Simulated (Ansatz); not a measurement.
# CH3ClOZn: a ladder of functionals and wavefunction methods

How much do the methods differ for CH3ClOZn? The plan is to run it at one geometry with functionals of several rungs and with coupled cluster, and see how far each lands from CCSD(T) at the basis-set limit for the atomisation energy.

Method: functionals in def2-TZVPP, the program's frozen cores in correlated methods; program: Ansatz 0.2.0, Gaussian basis.

Plan: LDA (SPW92), PBE-D4, revPBE-D4, BLYP-D4, r2SCAN-D4, B97M-V, PBE0-D4, B3LYP-D4, r2SCANh-D4, r2SCAN0-D4, HSE06-D4, BHLYP-D4, CAM-B3LYP-D4, LC-ωPBE, ωB97X-V, ωB97M-V, B2PLYP, PBE-QIDH; CCSD(T)/def2-SVP; CCSD(T)/def2-TZVPP; MP2/def2-QZVPP; extrapolation to the limit; RPA on PBE.

**1. The geometry**

An earlier PBE0-D4 in a triple-zeta def2 set relaxation fixed the geometry.

SMILES `C[O][Zn][Cl]`, 7 atoms, charge 0, spin multiplicity 1.

Atoms are counted from 1 here; the program's logs count them from 0.

Bond lengths: C1–O2 1.402 Å, C1–H5 1.095 Å, C1–H6 1.098 Å, C1–H7 1.098 Å, O2–Zn3 1.763 Å, Zn3–Cl4 2.084 Å. Angles: O2–C1–H5 108.3°, O2–C1–H6 112.7°, O2–C1–H7 112.7°, H5–C1–H6 107.5°, H5–C1–H7 107.5°, H6–C1–H7 107.9°, C1–O2–Zn3 126.5°, O2–Zn3–Cl4 175.5°.

**2. LDA**

This LDA is Slater exchange with PW92 correlation.

Input file in.yaml:

```yaml
crystal:
  periodic: [false, false, false]
  atoms:
    - {symbol: C, position_ang: [0.146267, 1.090184, 0.177241]}
    - {symbol: O, position_ang: [-0.537563, 0.111281, -0.558025]}
    - {symbol: Zn, position_ang: [-0.351599, -1.635236, -0.403938]}
    - {symbol: Cl, position_ang: [-0.245074, -3.715203, -0.339688]}
    - {symbol: H, position_ang: [-0.196851, 2.074159, -0.159003]}
    - {symbol: H, position_ang: [-0.048291, 1.023758, 1.255582]}
    - {symbol: H, position_ang: [1.233111, 1.051048, 0.027842]}
basis:
  gaussian: {orbitals: def2-TZVPP}
hamiltonian: {xc: lda}
output: {orbitals: {seedname: orbitals}}
```

Launch:

```
$ ansatz run in.yaml --threads 4 --pin off --events-out ev --progress --plain --max-ram 10444MiB
```

Further steps of the session: PBE-D4 (GGA); revPBE-D4 (GGA); BLYP-D4 (GGA); r2SCAN-D4 (meta-GGA); B97M-V (meta-GGA); B3LYP-D4 (hybrid); r2SCANh-D4 (hybrid); r2SCAN0-D4 (hybrid); HSE06-D4 (hybrid); BHLYP-D4 (hybrid); CAM-B3LYP-D4 (range-separated); LC-ωPBE (range-separated); ωB97X-V (range-separated); ωB97M-V (range-separated); B2PLYP (double hybrid); PBE-QIDH (double hybrid); CCSD(T) in def2-SVP; CCSD(T) in def2-TZVPP; MP2 in def2-QZVPP; RPA on PBE orbitals.

**Question.** What will the summary of the whole plan be? Wanted: atomisation energy, CCSD(T)/CBS; farthest beyond LDA; mean size of error, GGA; mean size of error, meta-GGA; mean size of error, hybrid; mean size of error, range-separated; mean size of error, double hybrid; gap, smallest and largest; T1 diagnostic.

As calculated:

| quantity | value |
| --- | --- |
| atomisation energy, CCSD(T)/CBS | 2252.9 kJ/mol |
| functionals within 11.3 kJ/mol (0.5 %) | r2SCAN-D4, r2SCANh-D4, HSE06-D4, CAM-B3LYP-D4, ωB97X-V, ωB97M-V |
| farthest beyond LDA | BHLYP-D4 (-107.4 kJ/mol) |
| mean size of error, GGA | 38.1 kJ/mol |
| mean size of error, meta-GGA | 13.3 kJ/mol |
| mean size of error, hybrid | 35.4 kJ/mol |
| mean size of error, range-separated | 8.6 kJ/mol |
| mean size of error, double hybrid | 27.8 kJ/mol |
| gap, smallest and largest | 3.93 eV (LDA (SPW92)), 11.46 eV (LC-ωPBE) |
| T1 diagnostic | 0.0154 |
| triples share of the correlation energy | 3.4 % |

LDA overbinds by 348.4 kJ/mol (15 %). PBE-D4 misses by +31.3 kJ/mol. Double hybrids carry the basis error of their MP2 part in triple zeta, and no dispersion term here, so their miss is partly the set-up's. Taken by rung, range-separated functionals do best (8.6 kJ/mol on average) and GGA ones worst beyond LDA (38.1 kJ/mol). The gap between the best rungs is small, so their order is not settled. Misses under about 11.3 kJ/mol are within the doubt on the reference itself, which lacks core-valence correlation, relativity and higher excitations. Hartree-Fock recovers 71 % of the binding; the rest is correlation. CCSD(T) in def2-SVP is off by -150.7 kJ/mol, worse than the median functional, from the basis alone. The gap grows from 3.9 to 11.5 eV across the functionals, mostly with the share of exact exchange. For Zn the d shell is correlated and the shells below it are frozen.
